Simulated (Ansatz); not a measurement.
Geometry optimisation, Ansatz 0.2.0, DFT PBEsol, scalar-relativistic, plane waves, PAW.

Input:

```yaml
crystal:
  lattice:
    - [6.46, 0.0, 0.0]
    - [-4.845, 8.391786, 0.0]
    - [0.0, 0.0, 5.14539]
  atoms:
    - { symbol: Zr, position: [0.0, 0.0, 0.0] }
    - { symbol: Zr, position: [0.16666667, 0.22222223, 0.5] }
    - { symbol: Zr, position: [0.0, 0.33333334, 0.0] }
    - { symbol: Zr, position: [0.16666667, 0.55555557, 0.5] }
    - { symbol: Zr, position: [1.0e-08, 0.66666668, 0.0] }
    - { symbol: Zr, position: [0.16666668, 0.88888891, 0.5] }
    - { symbol: Zr, position: [0.5, 0.0, 0.0] }
    - { symbol: Zr, position: [0.66666667, 0.22222223, 0.5] }
    - { symbol: Zr, position: [0.5, 0.33333334, 0.0] }
    - { symbol: Zr, position: [0.66666667, 0.55555557, 0.5] }
    - { symbol: Zr, position: [0.50000001, 0.66666668, 0.0] }
    - { symbol: Zr, position: [0.66666668, 0.88888891, 0.5] }
    - { symbol: H, position: [0.50260769, 0.66320503, 0.39480843] }
basis:
  ecutwfc: 420.0
kpoints:
  mp_grid: { grid: [4, 3, 4] }
hamiltonian:
  xc: pbesol
scf:
  occupations: { method: gaussian, width: 0.1 }
  lower_state_search: "off"
relax:
  f_tol: 0.03
  max_steps: 60
  adjacent_minimum: "off"
```

Run as:

```bash
$ ansatz run input.yaml --threads 4 --pin off --max-ram 10240MiB --backend cpu --events-out ev --progress --plain --runs-dir out
```

Task: Where does it end, and by what steps?

Result: The run converged. Limits of this set-up: coarse k mesh, odd electron count without spin, a small cell, in which the defect meets its images, a typed lattice constant that wasn't relaxed here. After 5 steps the energy has fallen by 0.079 eV; H13 moved furthest, 0.10 Å.

```json
{"step": "0", "energy less start (eV)": "0.0000", "largest force component (eV/Å)": "0.566", "accepted": "yes"}
{"step": "1", "energy less start (eV)": "0.1273", "largest force component (eV/Å)": "1.708", "accepted": "no"}
{"step": "2", "energy less start (eV)": "-0.0716", "largest force component (eV/Å)": "0.185", "accepted": "yes"}
{"step": "3", "energy less start (eV)": "-0.0577", "largest force component (eV/Å)": "0.157", "accepted": "no"}
{"step": "4", "energy less start (eV)": "-0.0787", "largest force component (eV/Å)": "0.042", "accepted": "yes"}
{"step": "5", "energy less start (eV)": "-0.0790", "largest force component (eV/Å)": "0.018", "accepted": "yes"}
```

```xyz
13
Lattice="6.4600 0.0000 0.0000 -4.8450 8.3918 0.0000 0.0000 0.0000 5.1454" Properties=species:S:1:pos:R:3
Zr 0.016 -0.003 0.028
Zr 0.008 1.874 2.576
Zr -1.599 2.769 -0.031
Zr -1.642 4.653 2.596
Zr -3.219 5.560 0.020
Zr -3.240 7.464 2.618
Zr 3.233 -0.008 0.006
Zr 3.220 1.867 2.547
Zr 1.641 2.773 -0.019
Zr 1.618 4.649 2.599
Zr 0.012 5.583 -0.047
Zr -0.006 7.519 2.618
H -0.011 5.622 1.958
```

Whether the end is a true minimum wasn't checked by a vibrational analysis.

The run took 67 s on 4 threads of Intel(R) Xeon(R) Platinum 8259CL CPU @ 2.50GHz (Skylake/Cascade Lake) (shared host), peak memory 1.1 GiB.
